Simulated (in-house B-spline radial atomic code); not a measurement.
# Mn: excited configurations

Aim: the energies of several excited configurations of Mn above a reference configuration, each from its own self-consistent run.

Method: non-relativistic RPBE, spin-polarised, spherical fractional occupations, point nucleus, basis-set limit. Code: in-house B-spline radial atomic code version 1.

### Step 1. The system

| Property | Result |
| --- | --- |
| element | manganese (Z = 25) |
| charge | 0 |
| electrons | 25 |
| configuration | [Ar] 3d5 4s2 |
| Hamiltonian | non-relativistic |
| nucleus | point |

Outer shells as boxes (Hund's rule):

[Ar] 3d5 4s2
```
[Ar] core
3d [↑ ][↑ ][↑ ][↑ ][↑ ]
4s [↑↓]
```

Where spins are not typed, each open shell is filled with up spins first.

### Step 2. The base configuration

Settings, as recorded:

```ini
Z = 25
electrons = 25.0
configuration = [Ar] 3d5 4s2
hamiltonian = nr
method = rpbe,pbe
spin_polarised = True
```

### Step 3. [Ne] 3s2 3p5 3d6 4s2

Settings, as recorded:

```ini
Z = 25
electrons = 25.0
configuration = [Ne] 3s2 3p5 3d6 4s2
hamiltonian = nr
method = rpbe,pbe
spin_polarised = True
```

### Step 4. Run with [Ar] 3d5 4s1 5f1

Settings, as recorded:

```ini
Z = 25
electrons = 25.0
configuration = [Ar] 3d5 4s1 5f1
hamiltonian = nr
method = rpbe,pbe
spin_polarised = True
```

### Step 5. [Ar] 3d5 4s1 4d1

Settings, as recorded:

```ini
Z = 25
electrons = 25.0
configuration = [Ar] 3d5 4s1 4d1
hamiltonian = nr
method = rpbe,pbe
spin_polarised = True
```

### Step 6. Run with [Ar] 3d4 4s2 4p1

Settings, as recorded:

```ini
Z = 25
electrons = 25.0
configuration = [Ar] 3d4 4s2 4p1
hamiltonian = nr
method = rpbe,pbe
spin_polarised = True
```

### Step 7. Run with [Ar] 3d4 4s2 4f1

Settings, as recorded:

```ini
Z = 25
electrons = 25.0
configuration = [Ar] 3d4 4s2 4f1
hamiltonian = nr
method = rpbe,pbe
spin_polarised = True
```

### Step 8. [Ne] 3s2 3p5 3d5 4s2 5f1

Settings, as recorded:

```ini
Z = 25
electrons = 25.0
configuration = [Ne] 3s2 3p5 3d5 4s2 5f1
hamiltonian = nr
method = rpbe,pbe
spin_polarised = True
```

### Step 9. Run with [Ne] 3s2 3p5 3d5 4s2 5p1

Settings, as recorded:

```ini
Z = 25
electrons = 25.0
configuration = [Ne] 3s2 3p5 3d5 4s2 5p1
hamiltonian = nr
method = rpbe,pbe
spin_polarised = True
```

### Step 10. Run with [Ar] 3d5 4s1 4f1

Settings, as recorded:

```ini
Z = 25
electrons = 25.0
configuration = [Ar] 3d5 4s1 4f1
hamiltonian = nr
method = rpbe,pbe
spin_polarised = True
```

Q: How far above the reference does each configuration lie (order and size, in eV)?

As calculated:

| net move | configuration | 2|M_S|+1 | energy above the reference (eV) | largest <r> (bohr) |
| --- | --- | --- | --- | --- |
| 4s → 4d | [Ar] 3d5 4s1 4d1 | 8 | 5.387 | 9.56 |
| 4s → 4f | [Ar] 3d5 4s1 4f1 | 8 | 6.159 | 16.4 |
| 4s → 5f | [Ar] 3d5 4s1 5f1 | 8 | 6.446 | 27.6 |
| 3d → 4p | [Ar] 3d4 4s2 4p1 | 6 | 9.240 | 3.70 |
| 3d → 4f | [Ar] 3d4 4s2 4f1 | 6 | 13.929 | 16.4 |
| 3p → 3d | [Ne] 3s2 3p5 3d6 4s2 | 6 | 46.914 | 3.27 |
| 3p → 5p | [Ne] 3s2 3p5 3d5 4s2 5p1 | 8 | 55.320 | 9.75 |
| 3p → 5f | [Ne] 3s2 3p5 3d5 4s2 5f1 | 8 | 56.726 | 27.6 |

**Reading.** The lowest of them is 4s → 4d at 5.387 eV and the highest 3p → 5f at 56.726 eV. 5 of them lie more than 60 % above minus the reference's highest level (4.368 eV), in the range where a state can decay by emitting an electron. The reference has 2|M_S|+1 = 6; 5 of the configurations differ from it in spin. These are spherical averages at the typed spins, not spectroscopic levels.
